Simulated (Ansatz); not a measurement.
KPbO₃, space group Pm-3m: relaxations under a series of pressures, run with the Ansatz DFT code, driven from Python.

`kpbo3.py`:
```python
"""Cell of KPbO3 under pressure."""

import ansatz as az
import numpy as np
import pandas as pd

def edges_and_angles(cell):
    cell = np.asarray(cell)
    a, b, c = np.linalg.norm(cell, axis=1)
    cosines = cell[1] @ cell[2] / (b * c), cell[0] @ cell[2] / (a * c), cell[0] @ cell[1] / (a * b)
    return (a, b, c, *np.degrees(np.arccos(cosines)))

kpbo3 = (
    az.Lattice.of([4.360784, 0.0, 0.0], [0.0, 4.360784, 0.0], [0.0, 0.0, 4.360784])
    .atom("K", [0.0, 0.0, 0.0])
    .atom("Pb", [0.5, 0.5, 0.5])
    .atom("O", [0.5, 0.5, 0.0])
    .atom("O", [0.5, 0.0, 0.5])
    .atom("O", [0.0, 0.5, 0.5])
)

base = kpbo3.calculation().functional("pbesol").kpoints(5, 5, 5).occupations("cold", width=0.15)

# H = F + PV, with 1 GPa A^3 = 1/160.21766 eV
rows = []
for pressure in [-2, 0, 2, 5, 10]:
    done = base.relax(cell=True, pressure=pressure, force_tolerance=0.005).run()
    cell = done.lattice.cell_ang
    n_atoms = len(done.lattice.sites)
    volume = abs(np.linalg.det(cell)) / n_atoms
    enthalpy = done.report["free_energy_ev"] / n_atoms + pressure * volume / 160.21766
    rows.append((pressure, volume, enthalpy, *edges_and_angles(cell)))
    print(f"{pressure} GPa done: {volume:.4f} A^3/atom")

table = pd.DataFrame(rows, columns=["P_GPa", "V_A3_atom", "H_eV_atom", "a", "b", "c", "alpha", "beta", "gamma"])
print(table.round(4).to_string(index=False))
p, v = np.array([row[0] for row in rows], float), np.array([row[1] for row in rows])
print("mean bulk modulus between rows (GPa):", np.round(-np.diff(p) / np.diff(np.log(v)), 1))
```

Its results, one of them left out:

| P (GPa) | relaxed V (Å³/atom) |
| --- | --- |
| -2 | 16.010 |
| 0 | 15.605 |
| 2 | 15.255 |
| 5 | ? |
| 10 | 14.161 |

What volume does the cell relax to at 5 GPa?

Murnaghan's form V = V0 (1 + B' P / B0)^(-1/B') through the 4 rows shown gives V0 = 15.607 Å³, B0 = 83.0 GPa and B' = 4.26, and so 14.792 Å³ an atom at 5 GPa. The run gave 14.803 Å³, 0.07 % away.

Notes:
- The cell holds an odd number of electrons and is run without spin, so a magnetic state may lie lower.
- At a fixed pressure a relaxation lowers the enthalpy F + PV, while F alone can rise.
- The mesh is modest for a metal, so energies can be off by several to tens of meV an atom and pressures by half a GPa or more; differences at equal mesh fare better.
- Spin-orbit coupling, which matters for elements this heavy, is left out.
- The structure comes from a database of computed cells and needn't be a stable or known phase.
- Symmetry holds the cell in this phase, whether or not it is the stable one at each pressure.
- Hardware and time: 45 s on 1 thread of Arm Neoverse V1 (shared host), peak memory 0.46 GiB.
